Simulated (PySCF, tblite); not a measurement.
# C₇H₇NO: excited states, first hyperpolarisability

Aim: compute the excited states, first hyperpolarisability of C₇H₇NO (`CC(=O)c1ccccn1`).

Computed with tblite 0.8.0 and PySCF 2.14.0 and routines of our own; the level stands in each step. Atoms count from 0.

## (1) The starting structure

16 atoms, charge 0, multiplicity 1; geometry from: force field or distance geometry start.

## (2) Optimising the geometry with GFN2-xTB

The job: settings as JSON, then the geometry in Å.

```
{"job": {"kind": "relax", "xc": "GFN2-xTB", "basis": "xTB"}, "charge": 0, "multiplicity": 1}
C     -2.526600     0.818800     0.389700
C     -1.730100    -0.381700    -0.009000
O     -2.244800    -1.467700    -0.263600
C     -0.244500    -0.223500    -0.059300
C      0.549000    -1.317900    -0.397800
C      1.925000    -1.140000    -0.446800
C      2.466700     0.108300    -0.134000
C      1.603400     1.134400     0.216300
N      0.259100     0.990000     0.261000
H     -3.602000     0.559100     0.389900
H     -2.270400     1.144100     1.398000
H     -2.381800     1.626400    -0.327400
H      0.100700    -2.275700    -0.635500
H      2.584600    -1.966800    -0.719800
H      3.534200     0.282000    -0.149900
H      1.969800     2.119100     0.476700
```

Command:

```
$ OMP_NUM_THREADS=1 python excited_run.py task.json out
```

This one command runs all jobs of the session in turn.

Standard output:

```text
step      E/eV     max force
  0    -694.30079    1.553
  1    -694.34903    1.625
  2    -694.36896    0.472
  3    -694.37568    0.213
  4    -694.38093    0.187
  5    -694.38330    0.116
  6    -694.38449    0.099
  7    -694.38595    0.079
  8    -694.38674    0.082
  9    -694.38748    0.074
 10    -694.38833    0.083
 11    -694.38935    0.076
 12    -694.39021    0.070
 13    -694.39078    0.061
 14    -694.39118    0.066
 15    -694.39157    0.065
 16    -694.39197    0.077
 17    -694.39236    0.061
 18    -694.39274    0.054
 19    -694.39312    0.047
 20    -694.39348    0.051
 21    -694.39378    0.044
 22    -694.39401    0.038
 23    -694.39418    0.038
 24    -694.39433    0.032
 25    -694.39445    0.029
 26    -694.39456    0.027
 27    -694.39465    0.021
 28    -694.39471    0.014
 29    -694.39474    0.011
 30    -694.39475    0.009
```

Wall time 0.18 s (1 thread of Arm Neoverse V1, shared host).

Relaxation path:

| step | energy from step 0 (eV) | largest force (eV/Å) |
| --- | --- | --- |
| 0 | 0.0000 | 1.5527 |
| 1 | -0.0482 | 1.6252 |
| 2 | -0.0682 | 0.4722 |
| 3 | -0.0749 | 0.2132 |
| 4 | -0.0801 | 0.1869 |
| 5 | -0.0825 | 0.1160 |
| 6 | -0.0837 | 0.0985 |
| 7 | -0.0852 | 0.0790 |
| 8 | -0.0860 | 0.0823 |
| 9 | -0.0867 | 0.0737 |
| 10 | -0.0875 | 0.0832 |
| 11 | -0.0886 | 0.0757 |
| 12 | -0.0894 | 0.0698 |
| 13 | -0.0900 | 0.0606 |
| 14 | -0.0904 | 0.0657 |
| 15 | -0.0908 | 0.0653 |
| 16 | -0.0912 | 0.0771 |
| 17 | -0.0916 | 0.0614 |
| 18 | -0.0919 | 0.0544 |
| 19 | -0.0923 | 0.0467 |
| 20 | -0.0927 | 0.0515 |
| 21 | -0.0930 | 0.0442 |
| 22 | -0.0932 | 0.0381 |
| 23 | -0.0934 | 0.0381 |
| 24 | -0.0935 | 0.0319 |
| 25 | -0.0937 | 0.0287 |
| 26 | -0.0938 | 0.0273 |
| 27 | -0.0939 | 0.0214 |
| 28 | -0.0939 | 0.0141 |
| 29 | -0.0939 | 0.0109 |
| 30 | -0.0940 | 0.0095 |

Close pairs (by a distance rule), those that changed most:

| bond | before (Å) | after (Å) | change (Å) |
| --- | --- | --- | --- |
| C7–N8 | 1.353 | 1.317 | -0.036 |
| C3–N8 | 1.352 | 1.331 | -0.022 |
| C0–H9 | 1.106 | 1.086 | -0.020 |
| C1–O2 | 1.228 | 1.209 | -0.019 |
| C5–H13 | 1.092 | 1.080 | -0.012 |
| C5–C6 | 1.396 | 1.386 | -0.010 |
| C0–C1 | 1.495 | 1.500 | +0.005 |
| C4–H12 | 1.084 | 1.079 | -0.005 |

The final coordinates are the input of the step that follows.

## (3) Harmonic vibrations with GFN2-xTB

The job: settings as JSON, then the geometry in Å.

```
{"job": {"kind": "ir", "xc": "GFN2-xTB", "basis": "xTB"}, "charge": 0, "multiplicity": 1}
C     -2.503901     0.816255     0.387934
C     -1.739246    -0.413166    -0.004508
O     -2.258946    -1.472718    -0.269183
C     -0.254943    -0.243617    -0.051300
C      0.556191    -1.319919    -0.406347
C      1.927784    -1.133783    -0.442029
C      2.436520     0.115454    -0.124312
C      1.542141     1.123918     0.215680
N      0.236525     0.954877     0.253179
H     -3.570413     0.609753     0.399380
H     -2.171577     1.146264     1.369054
H     -2.280506     1.615173    -0.314847
H      0.097847    -2.267239    -0.643590
H      2.586644    -1.946334    -0.712180
H      3.498225     0.307234    -0.139321
H      1.890057     2.116791     0.470980
```

Standard output:

```text
mode    cm-1     km/mol
  1      34.2      9.45
  2      98.7      0.00
  3     135.9      0.03
  4     181.4      6.90
  5     346.5      0.64
  6     352.1      1.03
  7     379.8      3.17
  8     468.2      0.10
  9     574.7      6.26
 10     578.4     30.85
 11     599.4      1.14
 12     707.8      0.11
 13     757.8      2.39
 14     765.2     21.84
 15     899.6      0.60
 16     920.8      0.01
 17     938.3      0.03
 18     979.1     32.04
 19     985.8     17.36
 20    1003.9      9.40
 21    1086.4      0.93
 22    1102.7     14.00
 23    1122.2     33.28
 24    1159.7      3.16
 25    1236.6     91.85
 26    1257.8     77.85
 27    1298.1      3.95
 28    1363.0     46.69
 29    1402.5      6.28
 30    1435.5     15.04
 31    1436.7     10.19
 32    1442.0     17.55
 33    1563.9     14.61
 34    1570.2     15.74
 35    1743.9    293.25
 36    3035.2      4.09
 37    3044.4      1.05
 38    3054.5     27.21
 39    3061.1     18.50
 40    3075.5     21.59
 41    3096.4     36.90
 42    3104.0      8.15
```

It took 0.5 s on 1 thread of Arm Neoverse V1, shared host.

Which atoms move in the most intense modes:

| cm⁻¹ | km/mol | atoms |
| --- | --- | --- |
| 578 | 30.9 | O2 20 %, C0 17 %, N8 13 %, C1 13 % |
| 979 | 32.0 | C0 24 %, H11 15 %, H10 15 %, C1 12 % |
| 1122 | 33.3 | H14 30 %, H13 16 % |
| 1237 | 91.8 | C1 19 %, H15 18 %, C3 16 %, H13 16 % |
| 1258 | 77.8 | H15 40 %, C3 25 %, C1 12 % |
| 1363 | 46.7 | H11 28 %, H10 28 %, H9 21 %, C0 21 % |
| 1744 | 293.2 | C1 62 %, O2 36 % |
| 3096 | 36.9 | H14 84 % |

## (4) Excited states: TDA B3LYP/def2-SVP

Settings changed since step 3:

```diff
@@ -1,2 +1,2 @@
-{"job": {"kind": "ir", "xc": "GFN2-xTB", "basis": "xTB"}, "charge": 0, "multiplicity": 1}
+{"job": {"kind": "states", "xc": "B3LYP", "basis": "def2-SVP", "tda": true, "soc": true, "nstates": 8, "ntriplets": 5, "nquad": 4}, "charge": 0, "multiplicity": 1}
 C     -2.503901     0.816255     0.387934
```

With the program's defaults for keys left out, this is: TDA B3LYP/def2-SVP excited states, vertical, gas phase, spin-orbit mean-field couplings.

Standard output:

```text
coarse grid: 14096 points
cycle   1  E = -400.4083422785  dE =  1.540e+00  |g| = 8.461e-01  |ddm| = 4.788e+00
cycle   2  E = -399.9062728185  dE =  5.021e-01  |g| = 1.779e+00  |ddm| = 4.256e+00
cycle   3  E = -400.5503431681  dE = -6.441e-01  |g| = 2.074e-01  |ddm| = 3.400e+00
cycle   4  E = -400.5593822887  dE = -9.039e-03  |g| = 9.341e-02  |ddm| = 3.312e-01
cycle   5  E = -400.5609501652  dE = -1.568e-03  |g| = 4.290e-02  |ddm| = 1.181e-01
cycle   6  E = -400.5613791883  dE = -4.290e-04  |g| = 8.078e-03  |ddm| = 4.761e-02
cycle   7  E = -400.5613942795  dE = -1.509e-05  |g| = 3.076e-03  |ddm| = 1.239e-02
cycle   8  E = -400.5613966229  dE = -2.343e-06  |g| = 7.396e-04  |ddm| = 4.492e-03
final grid: 138264 points
cycle   9  E = -400.6405070492  dE = -3.938e-05  |g| = 5.982e-03  |ddm| = 4.066e-02
cycle  10  E = -400.6404934784  dE =  1.357e-05  |g| = 1.003e-02  |ddm| = 1.689e-02
cycle  11  E = -400.6405150497  dE = -2.157e-05  |g| = 2.287e-03  |ddm| = 1.296e-02
cycle  12  E = -400.6405161217  dE = -1.072e-06  |g| = 2.069e-04  |ddm| = 2.715e-03
cycle  13  E = -400.6405161260  dE = -4.250e-09  |g| = 1.664e-04  |ddm| = 4.789e-04
cycle  14  E = -400.6405161336  dE = -7.578e-09  |g| = 3.697e-05  |ddm| = 2.278e-04
cycle  15  E = -400.6405161339  dE = -3.186e-10  |g| = 1.250e-05  |ddm| = 4.908e-05
converged SCF energy = -400.6405161339

Singlet excitations
state   eV       nm        f     d(h-e)  d(exc)  Lambda  PR(NTO)  |dmu|/D   mu/D   main configurations
  1   3.4701   357.3   0.00010   1.130   2.914   0.523   1.012    3.096    0.727   H->L 0.96
  2   4.4521   278.5   0.00123   0.886   2.845   0.480   1.054    1.748    4.307   H-2->L 0.96
  3   4.7326   262.0   0.00112   1.976   3.373   0.313   1.024    5.473    2.848   H->L+1 0.92
  4   5.3143   233.3   0.09048   0.568   2.855   0.718   1.585    1.495    4.585   H-1->L 0.49, H-3->L 0.23, H-1->L+1 0.16
  5   5.5072   225.1   0.00172   1.916   3.342   0.412   1.024                     H-2->L+1 0.92
  6   5.9000   210.1   0.19652   1.264   3.179   0.698   1.366                     H-1->L 0.38, H-3->L 0.32, H-1->L+1 0.24
  7   6.2742   197.6   0.00107   1.613   3.450   0.445   1.065                     H->L+2 0.94
  8   7.0251   176.5   0.20110   1.152   3.210   0.662   2.180                     H-1->L+1 0.37, H-3->L 0.34, H-3->L+2 0.13

Triplet excitations (Tamm-Dancoff)
state   eV     d(h-e)  d(exc)  Lambda  PR(NTO)   main configurations
  1   2.9791   1.010   2.776   0.520   1.030   H->L 0.93
  2   3.8135   0.452   2.776   0.725   1.119   H-1->L 0.86
  3   3.9162   0.801   2.655   0.446   1.299   H-2->L 0.70, H->L+1 0.16, H-2->L+1 0.09
  4   4.5515   1.264   3.122   0.365   1.322   H->L+1 0.61, H-2->L 0.23, H-2->L+1 0.13
  5   4.6397   0.202   2.529   0.712   1.101   H-1->L+1 0.51, H-3->L+1 0.19, H-3->L 0.17
S1 - T1 = 0.4910 eV

Spin-orbit couplings |<S|Hso|T>| (cm-1)
             T1       T2       T3       T4       T5
S0       35.241    0.069   39.715    1.982    0.012
S1        0.483   17.372    2.229    1.752    2.902
S2        2.861    5.450    0.121    0.184    6.243
S3        0.499    0.618    1.001    0.100    3.002
S4        5.463    0.049    4.655    9.411    0.059
S5        0.391    2.315    1.881    3.419    8.803
S6       12.722    0.037    1.933    3.835    0.032
S7        0.675    1.210    0.872    1.431    1.287
S8        0.529    0.061    9.393    6.094    0.032
T1 sublevels (cm-1): 0.000 0.000 0.088   radiative rates (1/s): 0.0199 8.05 653
```

Run time: 30 s. Hardware: 1 thread of Arm Neoverse V1, shared host; peak memory 0.73 GiB.

Key values:

| quantity | value |
| --- | --- |
| S1 less T1 | 0.49 eV |

## (5) First hyperpolarisability: quadratic response B3LYP/def2-SVPD

Settings changed since step 4:

```diff
@@ -1,2 +1,2 @@
-{"job": {"kind": "states", "xc": "B3LYP", "basis": "def2-SVP", "tda": true, "soc": true, "nstates": 8, "ntriplets": 5, "nquad": 4}, "charge": 0, "multiplicity": 1}
+{"job": {"kind": "beta", "xc": "B3LYP", "basis": "def2-SVPD", "wavelengths": [1064]}, "charge": 0, "multiplicity": 1}
 C     -2.503901     0.816255     0.387934
```

With the program's defaults for keys left out, this is: quadratic response B3LYP/def2-SVPD first hyperpolarisability, Taylor convention, gas phase.

Standard output:

```text
coarse grid: 14096 points
cycle   1  E = -400.4394592038  dE =  1.525e+00  |g| = 8.253e-01  |ddm| = 1.259e+01
cycle   2  E = -399.9432975801  dE =  4.962e-01  |g| = 1.767e+00  |ddm| = 5.886e+00
cycle   3  E = -400.5743286083  dE = -6.310e-01  |g| = 2.103e-01  |ddm| = 4.672e+00
cycle   4  E = -400.5835125753  dE = -9.184e-03  |g| = 9.191e-02  |ddm| = 6.807e-01
cycle   5  E = -400.5850079285  dE = -1.495e-03  |g| = 4.234e-02  |ddm| = 3.070e-01
cycle   6  E = -400.5854137120  dE = -4.058e-04  |g| = 8.293e-03  |ddm| = 1.594e-01
cycle   7  E = -400.5854296185  dE = -1.591e-05  |g| = 3.118e-03  |ddm| = 3.519e-02
cycle   8  E = -400.5854321085  dE = -2.490e-06  |g| = 6.707e-04  |ddm| = 8.471e-03
final grid: 138264 points
cycle   9  E = -400.6643901829  dE = -4.674e-05  |g| = 6.026e-03  |ddm| = 3.113e-01
cycle  10  E = -400.6643758548  dE =  1.433e-05  |g| = 1.024e-02  |ddm| = 3.676e-02
cycle  11  E = -400.6643981711  dE = -2.232e-05  |g| = 2.305e-03  |ddm| = 1.989e-02
cycle  12  E = -400.6643992539  dE = -1.083e-06  |g| = 2.002e-04  |ddm| = 5.088e-03
cycle  13  E = -400.6643992562  dE = -2.296e-09  |g| = 1.770e-04  |ddm| = 1.037e-03
cycle  14  E = -400.6643992648  dE = -8.596e-09  |g| = 3.813e-05  |ddm| = 5.146e-04
cycle  15  E = -400.6643992651  dE = -3.158e-10  |g| = 1.615e-05  |ddm| = 1.502e-04
converged SCF energy = -400.6643992651

Lowest singlets (eV, f): 3.4463 0.0000  4.3945 0.0009  4.7118 0.0006

First hyperpolarisability (au)
process     nm      |vector|   parallel      HRS      DR
static         -      195.56     105.58      97.61   3.176
shg       1064.0      284.51     156.48     135.87   3.478
eope      1064.0      220.47     119.83          -       -
```

Run time: 46 s. Hardware: 1 thread of Arm Neoverse V1, shared host; peak memory 0.88 GiB.

## (6) What came out

| quantity | value |
| --- | --- |
| strongest single infrared mode (GFN2-xTB) | 1744 cm⁻¹, 293 km/mol |
| zero-point energy (GFN2-xTB) | 76.3 kcal/mol |
| S1 less T1 (step 4, TDA B3LYP/def2-SVP) | 0.49 eV |
| β vector (step 5, quadratic response B3LYP/def2-SVPD) | static 196, SHG 1064.0 nm 285 au |

**Reading.** All 42 modes are real, so the xTB geometry is a minimum. The strongest single mode, at 1744 cm⁻¹, moves mainly C1 and O2. Unscaled tight-binding wavenumbers are off by several per cent, some by more. Its intensities can rank the bands wrongly. In step 4, the number of triplets below S1 is 1, and the largest singlet-triplet spin-orbit coupling is S0–T3, 39.72 cm⁻¹. β grows from 196 au (static) to 285 au for doubling at 1064.0 nm: normal dispersion, which grows as twice the photon energy moves toward the bright states.
